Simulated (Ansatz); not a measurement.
# F4H2O2W: a dynamics run in two tries

Wanted: a short trajectory, and a check that the input is sound.

Program: Ansatz 0.2.0. Level of theory: RHF/def2-SVP. These are calculated values, not measurements.

## (1) Starting point

Bond lengths: W1–F2 1.854 Å, W1–F3 1.848 Å, W1–F4 1.853 Å, W1–F5 1.848 Å, W1–O6 1.819 Å, O6–H7 0.946 Å, W1–O8 1.814 Å, O8–H9 0.945 Å. Angles (14 of 17 angles, heavy atoms first): F2–W1–F3 87.7°, F2–W1–F4 84.7°, F2–W1–F5 87.7°, F2–W1–O6 89.1°, F2–W1–O8 175.0°, F3–W1–F4 87.6°, F3–W1–F5 173.7°, F3–W1–O6 92.2°, F3–W1–O8 92.1°, F4–W1–F5 87.6°, F4–W1–O6 173.8°, F4–W1–O8 90.4°, F5–W1–O6 92.2°, F5–W1–O8 92.1°.

Coordinates:

```xyz
9

W     0.0824    0.0252    0.0225
F    -0.0277    0.0919    1.8723
F     1.9162    0.1705    0.2003
F     0.0042    1.8740    0.1241
F    -1.7654    0.0273   -0.0142
O     0.1472   -1.7903    0.1202
H     0.1503   -2.5987    0.6109
O     0.1842    0.1165   -1.7859
H     0.2181    0.5088   -2.6449
```

## (2) First attempt

The input, input.yaml:

```yaml
crystal:
  periodic: [false, false, false]
  atoms:
    - { symbol: W, position_ang: [0.082389, 0.025158, 0.022463] }
    - { symbol: F, position_ang: [-0.027724, 0.091928, 1.872279] }
    - { symbol: F, position_ang: [1.91617, 0.170465, 0.200321] }
    - { symbol: F, position_ang: [0.004219, 1.874007, 0.124121] }
    - { symbol: F, position_ang: [-1.765366, 0.027346, -0.01419] }
    - { symbol: O, position_ang: [0.147156, -1.790269, 0.120177] }
    - { symbol: H, position_ang: [0.150267, -2.598657, 0.610914] }
    - { symbol: O, position_ang: [0.184161, 0.116544, -1.785939] }
    - { symbol: H, position_ang: [0.218128, 0.508779, -2.644946] }
basis:
  gaussian: { orbitals: def2-SVP }
hamiltonian:
  xc: hf
md:
  timestep: 0.5
  n_steps: 25
  ensemble: nve
  temperature: 400.0
  initial_velocities: maxwell_boltzmann
  seed: 715502
  masses: [{ species: W, mass: 0.0 }]
```

Run with:

```bash
$ ansatz run input.yaml --threads 2 --pin off --max-ram 3072MiB --backend cpu --events-out ev --progress --plain --runs-dir out
```

**Question.** What will these runs give? Wanted: first try.

As calculated:

| quantity | value |
| --- | --- |
| first try | refused |
| cause | an atom is given no mass, so any force would accelerate it without limit |

In words: The fault in the first input was caught at the input check and cost nothing.
